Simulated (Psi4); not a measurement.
# InH2F (SMILES [H][In]([H])[F]) at 5 levels

Aim: a comparison of 5 runs (HF/STO-3G, PBE0/def2-SVP, r2SCAN/def2-SVP, B97-3c/def2-mTZVP, MP2/def2-SVP) of InH2F. 

The results are computed with Psi4 1.11.

7 further runs of the same task are left out: 5 that didn't finish, 2 set aside as unsound or not needed.

### Step 1. The structure to begin with

InH2F: 4 atoms, total charge 0, spin state singlet. As SMILES, `[H][In]([H])[F]`. Geometry: a GFN2-xTB relaxation, a rough one for these elements and not checked as a minimum.

Bond lengths: In1–F4 1.946 Å, In1–H2 1.693 Å, In1–H3 1.691 Å. Angles: H2–In1–F4 114.4°, H3–In1–F4 114.5°, H2–In1–H3 131.1°.

### Step 2. A single-point energy at HF/STO-3G (run 1)

The input, calc.py:

```python
import psi4

psi4.set_memory('1600 MB')
psi4.set_num_threads(1)
psi4.set_output_file('output.dat', False)

m = psi4.geometry("""
0 1
In     0.069180     0.117330    -0.000190
H      1.751200    -0.073770     0.013580
H     -0.891440     1.509340    -0.018860
F     -0.928940    -1.552910     0.005460
units angstrom
symmetry c1
""")

options = {'reference': 'rhf', 'puream': True, 'e_convergence': 1e-09, 'd_convergence': 1e-08, 'scf_type': 'pk'}
psi4.set_options(options)

e, wfn = psi4.energy('hf/STO-3G', return_wfn=True)
print(f'total energy {e:.8f} hartree = {e * 27.211386:.5f} eV')
```

Launch:

```bash
$ python calc.py
```

output.dat:

```text
[...]
  Running in c1 symmetry.
[...]
  Nuclear repulsion =  153.866038853217788
[...]
  Multiplicity = 1
[...]
  Nalpha       = 30
  Nbeta        = 30
[...]
    Number of basis functions: 34
[...]
   @RHF iter   1: -5781.91875742855609   -3.37816e+00   1.23373e-02 ADIIS/DIIS
[...]
   @RHF iter  10: -5782.05900642401139   -6.36646e-12   6.18120e-09 DIIS
[...]
    Orbital Energies [Eh]
    ---------------------
    Doubly Occupied:
       1A   -986.876204     2A   -146.012790     3A   -138.024802
       4A   -138.023312     5A   -138.023010     6A    -27.700083
       7A    -25.724727     8A    -24.720061     9A    -24.715166
      10A    -24.714791    11A    -16.585792    12A    -16.585585
      13A    -16.584890    14A    -16.579994    15A    -16.579448
      16A     -4.239743    17A     -3.061925    18A     -3.049807
      19A     -3.047549    20A     -1.322403    21A     -0.565050
      22A     -0.556431    23A     -0.554214    24A     -0.552849
      25A     -0.551749    26A     -0.437879    27A     -0.385784
      28A     -0.346840    29A     -0.318896    30A     -0.309731
[...]
  @RHF Final Energy: -5782.05900642401139
   => Energetics <=
    Nuclear Repulsion Energy =            153.8660388532177876
    One-Electron Energy =               -8318.3470762728065893
    Two-Electron Energy =                2382.4220309955771882
    Total Energy =                      -5782.0590064240113861
[...]
 Multipole Moments:
 ------------------------------------------------------------------------------------
     Multipole            Electronic (a.u.)      Nuclear  (a.u.)        Total (a.u.)
 ------------------------------------------------------------------------------------
 L = 1.  Multiply by 2.5417464519 to convert [e a0] to [Debye]
 Dipole X            :          0.6765891           -0.4000295            0.2765596
 Dipole Y            :          1.1426676           -0.6759816            0.4666860
 Dipole Z            :         -0.0023756            0.0014080           -0.0009676
 Magnitude           :                                                    0.5424777
[...]
```

The script printed:

```text
total energy -5782.05900642 hartree = -157337.83950 eV
```

Wall time 2 s (1 thread of Intel Xeon 6975P-C (Granite Rapids), shared host); peak memory 0.19 GiB.

### Step 3. The energy at PBE0/def2-SVP (core potential) (run 2)

The input, calc.dat:

```
memory 1600 mb

molecule {
  In
  H 1 1.692897
  H 1 1.691399 2 131.09329
  F 1 1.945759 3 114.52878 2 -179.96108
  symmetry c1
  no_reorient
  no_com
}

set basis def2-SVP
set puream true
set e_convergence 1e-09
set d_convergence 1e-08
set scf_type pk
set dft_radial_points 99
set dft_spherical_points 590

e_tot, wfn = energy("pbe0", return_wfn=True)
oeprop(wfn, "WIBERG_LOWDIN_INDICES", "QUADRUPOLE", "DIPOLE", title="PBE0")
```

Launch:

```bash
$ psi4 calc.dat calc.out -n 1
```

calc.out:

```text
[...]
    !!!  WARNING: ECP capability is in beta. Please check occupations closely.  !!!
[...]
  Running in c1 symmetry.
[...]
  Nuclear repulsion =   67.818380701333382
[...]
  Multiplicity = 1
[...]
  Nalpha       = 16
  Nbeta        = 16
[...]
    Number of basis functions: 50
[...]
   @RKS iter   1:  -290.88692521072090   -1.16044e+00   1.03150e-02 DIIS/ADIIS
[...]
   @RKS iter  11:  -290.98963734698248   -5.68434e-14   1.45643e-09 DIIS
[...]
    Orbital Energies [Eh]
    ---------------------
    Doubly Occupied:
       1A    -24.687103     2A     -4.734800     3A     -3.137419
       4A     -3.125895     5A     -3.124971     6A     -1.091062
       7A     -0.808680     8A     -0.802611     9A     -0.800929
      10A     -0.799021    11A     -0.792489    12A     -0.457540
      13A     -0.367366    14A     -0.358096    15A     -0.357399
      16A     -0.312155
[...]
  @RKS Final Energy:  -290.98963734698248
   => Energetics <=
    Nuclear Repulsion Energy =             67.8183807013333819
    One-Electron Energy =                -611.1728761270101131
    Two-Electron Energy =                 273.5785574273683665
    DFT Exchange-Correlation Energy =     -21.2136993486740764
    Empirical Dispersion Energy =           0.0000000000000000
    VV10 Nonlocal Energy =                  0.0000000000000000
    Total Energy =                       -290.9896373469824766
[...]
 Multipole Moments:
 ------------------------------------------------------------------------------------
     Multipole            Electronic (a.u.)      Nuclear  (a.u.)        Total (a.u.)
 ------------------------------------------------------------------------------------
 L = 1.  Multiply by 2.5417464519 to convert [e a0] to [Debye]
 Dipole X            :         -0.0113260            0.0102868           -0.0010392
 Dipole Y            :         14.2693207          -13.3245018            0.9448190
 Dipole Z            :          6.4584869           -6.0329968            0.4254902
 Magnitude           :                                                    1.0362074
 L = 2.  Multiply by 1.3450342976 to convert [e a0^2] to [Debye ang]
 Quadrupole XX       :        -18.8550908            0.0000367          -18.8550541
 Quadrupole XY       :          0.0584703           -0.0550509            0.0034195
[...]
```

It took 7.5 s on 1 thread of Intel Xeon 6975P-C (Granite Rapids), shared host; peak memory 0.52 GiB.

Runs 3 to 4 aren't shown in full; the table further down has their settings and results.

### Step 4. A single-point energy at MP2/def2-SVP (core potential) (run 5)

The input, job.py:

```python
import psi4

psi4.set_memory('1600 MB')
psi4.set_num_threads(1)
psi4.set_output_file('output.dat', False)

molecule = psi4.geometry("""
0 1
In
H 1 1.692897
H 1 1.691399 2 131.09329
F 1 1.945759 3 114.52878 2 -179.96108
symmetry c1
no_reorient
no_com
""")

psi4.set_options({
    'puream': True,
    'e_convergence': 1e-09,
    'd_convergence': 1e-08,
    'scf_type': 'pk',
    'num_frozen_docc': 5,
    'mp2_type': 'conv',
})

result = psi4.energy("mp2/def2-SVP")
print(f'total energy {result:.8f} hartree = {result * 27.211386:.5f} eV')
```

Launch:

```bash
$ python job.py
```

output.dat:

```text
[...]
    !!!  WARNING: ECP capability is in beta. Please check occupations closely.  !!!
[...]
  Running in c1 symmetry.
[...]
  Nuclear repulsion =   67.818380701333382
[...]
  Multiplicity = 1
[...]
  Nalpha       = 16
  Nbeta        = 16
[...]
    Number of basis functions: 50
[...]
   @RHF iter   1:  -289.65987519810039   -1.65561e+00   8.44801e-03 DIIS/ADIIS
[...]
   @RHF iter  10:  -289.72504085962788   -6.82121e-12   7.32695e-09 DIIS
[...]
    Orbital Energies [Eh]
    ---------------------
    Doubly Occupied:
       1A    -26.186391     2A     -5.407995     3A     -3.670238
       4A     -3.661321     5A     -3.660372     6A     -1.439288
       7A     -1.057586     8A     -1.053340     9A     -1.049863
      10A     -1.048543    11A     -1.044197    12A     -0.606431
      13A     -0.559182    14A     -0.551863    15A     -0.501641
      16A     -0.430278
[...]
  @RHF Final Energy:  -289.72504085962788
   => Energetics <=
    Nuclear Repulsion Energy =             67.8183807013333819
    One-Electron Energy =                -611.2297820989406318
    Two-Electron Energy =                 253.6863605379793682
    Total Energy =                       -289.7250408596279385
[...]
 Multipole Moments:
 ------------------------------------------------------------------------------------
     Multipole            Electronic (a.u.)      Nuclear  (a.u.)        Total (a.u.)
 ------------------------------------------------------------------------------------
 L = 1.  Multiply by 2.5417464519 to convert [e a0] to [Debye]
 Dipole X            :         -0.0115771            0.0102868           -0.0012903
 Dipole Y            :         14.4143665          -13.3245018            1.0898647
 Dipole Z            :          6.5237298           -6.0329968            0.4907330
 Magnitude           :                                                    1.1952512
[...]
	SCS-MP2 Total Energy (a.u.)        :  -290.00213370796092
	SOS-MP2 Total Energy (a.u.)        :  -289.97860327744814
	SCSN-MP2 Total Energy (a.u.)       :  -289.84928153273535
[...]
	SOS-PI-MP2 Total Energy (a.u.)     :  -290.02086368041819
[...]
	MP2 Total Energy (a.u.)            :  -290.00693416601644
[...]
```

On the terminal:

```text
total energy -290.00693417 hartree = -7891.49063 eV
```

It took 2.8 s on 1 thread of Intel Xeon 6975P-C (Granite Rapids), shared host; peak memory 0.21 GiB.

### Step 5. Overview of the runs

```
run                                                level  core potential         integration grid   energy (Eh)  dipole moment (D)  HOMO energy (eV)  LUMO energy (eV)  wall time
  1                                            HF/STO-3G            none                        –  -5782.059006               1.38             -8.43              5.98        2 s
  2                       PBE0/def2-SVP (core potential)            def2  99 radial × 590 angular   -290.989637               2.63             -8.49             -1.70      7.5 s
  3                     r2SCAN/def2-SVP (core potential)            def2  99 radial × 590 angular   -291.115512               2.54             -7.39             -2.13        9 s
  4  B97-3c/def2-mTZVP (density fitting, core potential)            def2  75 radial × 302 angular   -291.504616               2.64             -7.31                 –      5.4 s
  5                        MP2/def2-SVP (core potential)            def2                        –   -290.006934                  –            -11.71              0.74      2.8 s
```

### Step 6. Outcome

| quantity | value |
| --- | --- |
| run 5: total energy | -290.00693 Eh |
| run 5: HOMO energy (Hartree–Fock orbitals) | -11.71 eV |
| run 5: LUMO energy (Hartree–Fock orbitals) | 0.74 eV |
| run 5: HOMO–LUMO gap (Hartree–Fock orbitals) | 12.45 eV |
| run 5: correlation energy (5 core orbitals frozen) | -281.9 mEh |

What this shows: Over runs 1, 2, 3, 4 the dipole moment (its size) runs from 1.38 D (HF/STO-3G) to 2.64 D (B97-3c/def2-mTZVP). The two ends differ in method and basis and core potential. Over runs 1, 2, 3 the HOMO–LUMO gap runs from 5.26 eV (r2SCAN/def2-SVP) to 14.41 eV (HF/STO-3G). Totals of different functionals can't be ranked against each other. Some runs of one species differ in core potentials or relativity; totals across that change don't compare. In run 1 the basis is minimal, so the values are rough. In run 1 relativity is left out where basis or elements ask for it. All runs together took 27 s, the longest 9 s.
